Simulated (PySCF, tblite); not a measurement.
# C5H7O2S radical: geometry, infrared bands and EPR parameters

Aim: predict the infrared bands and EPR parameters of C5H7O2S radical (`C/C=C(\[C]=O)[S@@](C)=O`).

Programs: tblite 0.8.0 and PySCF 2.14.0, with density-fitted response routines of our own. Each step states its level of theory. These are calculated values for one molecule in the gas phase, unless marked as measured. Atoms count from 0, in the outputs and in this text.

## Step 1: The molecule as given

15 atoms, charge 0, multiplicity 2; geometry from: force field or distance geometry start.

Bonds of the start (Å): C0–C1 1.49, C1–C2 1.31, C2–C3 1.47, C3–O4 1.25, C2–S5 1.78, S5–C6 1.79, S5–O7 1.52, C0–H8 1.11, C0–H9 1.10, C0–H10 1.10, C1–H11 1.10, C6–H12 1.12, C6–H13 1.09, C6–H14 1.11.

## Step 2: Geometry optimisation with GFN2-xTB

Job settings and geometry (Å):

```
{"job": {"kind": "relax", "xc": "GFN2-xTB", "basis": "xTB"}, "charge": 0, "multiplicity": 2}
C      2.526700     0.125300     0.329100
C      1.091200     0.221100     0.731400
C      0.122300     0.485000    -0.107000
C      0.461000     0.714700    -1.514500
O     -0.403000     0.968900    -2.378500
S     -1.554300     0.571400     0.474800
C     -2.455100    -0.712000    -0.395100
O     -1.508600     0.353600     1.973500
H      3.140500     0.654700     1.089600
H      2.817600    -0.937700     0.396400
H      2.668900     0.566000    -0.667100
H      0.864300     0.045600     1.789700
H     -1.758500    -1.220700    -1.101900
H     -3.287500    -0.326000    -0.979300
H     -2.729800    -1.502000     0.337000
```

Command:

```
OMP_NUM_THREADS=1 python probes_run.py task.json out
```

One launch serves the whole session: the jobs run in the order shown.

**Question.** This job is followed by: GFN2-xTB harmonic vibrations, gas phase; UKS B3LYP, pcH-1 on C H O S, non-relativistic, mean-field spin-orbit, GIAO. Predict these results of the whole session: strongest single infrared mode (GFN2-xTB); zero-point energy (GFN2-xTB); g(iso) (B3LYP); ⟨S²⟩; largest a(iso) (averaged by class); surface potential, 1st and 99th percentile.

**Answer**, as computed:

| quantity | value |
| --- | --- |
| strongest single infrared mode (GFN2-xTB) | 2172 cm⁻¹, 1090 km/mol |
| zero-point energy (GFN2-xTB) | 66.7 kcal/mol |
| g(iso) (B3LYP) | 2.00115 |
| ⟨S²⟩ | 0.764 (exact 0.75) |
| largest a(iso) (averaged by class) | 13C on C1, 65.5 MHz |
| surface potential, 1st and 99th percentile | -1.65 V and 1.40 V |

**Reading.** Over 155 steps the energy fell by 1.306 eV; of the close pairs, C2–C3 changed most, 1.466 to 1.316 Å. All 39 modes are real, so the xTB geometry is a minimum. The strongest single mode, at 2172 cm⁻¹, moves mainly C3. Unscaled tight-binding wavenumbers are off by several per cent, some by more. Its intensities can rank the bands wrongly. The largest share of the spin, 0.77 e, sits on C1. The isotropic g lies 1.2 ppt below the free-electron value.
